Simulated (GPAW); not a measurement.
Runs of GPAW 26.7.0 on Al4Co5. The cell holds a slab with vacuum, 9 atoms: a = 2.819 Å, b = 2.819 Å, c = 26.278 Å, α = 90.00°, β = 90.00°, γ = 90.00°. 

| task | level | potentials or basis | cell | series job | gap on the mesh (eV) | moment (μB) | largest force (eV/Å) | work function (eV) |
| --- | --- | --- | --- | --- | --- | --- | --- | --- |
| single point | PBEsol | PAW data sets generated in the run's folder for this functional, pw | the (1 0 0) slab of AlCo, cut from the database cell, not relaxed | - | none | 2.80 | 0.41 | (c) |
| single point | LDA | the program's PAW data sets (release 1.2.1) made for this functional, pw | the (1 0 0) slab of AlCo, cut from the database cell, not relaxed | - | none | 2.58 | 0.54 | (b) |
| single point | RPBE | the program's PAW data sets (release 1.2.1) made for this functional, pw | the (1 0 0) slab of AlCo, cut from the database cell, not relaxed | - | none | 2.99 | 0.80 | 4.36 |
| single point | PBE | GPAW PAW data sets (gpaw-data 1.2.1), pw | the (1 0 0) slab of AlCo, cut from the database cell, not relaxed | - | none | (a) | 0.47 | 4.53 |

Alike in all rows: spin collinear, ferromagnetic start; k mesh 9 × 9 × 1; cutoff (eV) 450; smearing fermi-dirac 0.05 eV.

Q: Estimate the missing entries.

A: (a) 2.88; (b) 4.93; (c) 4.64.

A gap of «none» marks a metal or a gap under the smearing width.
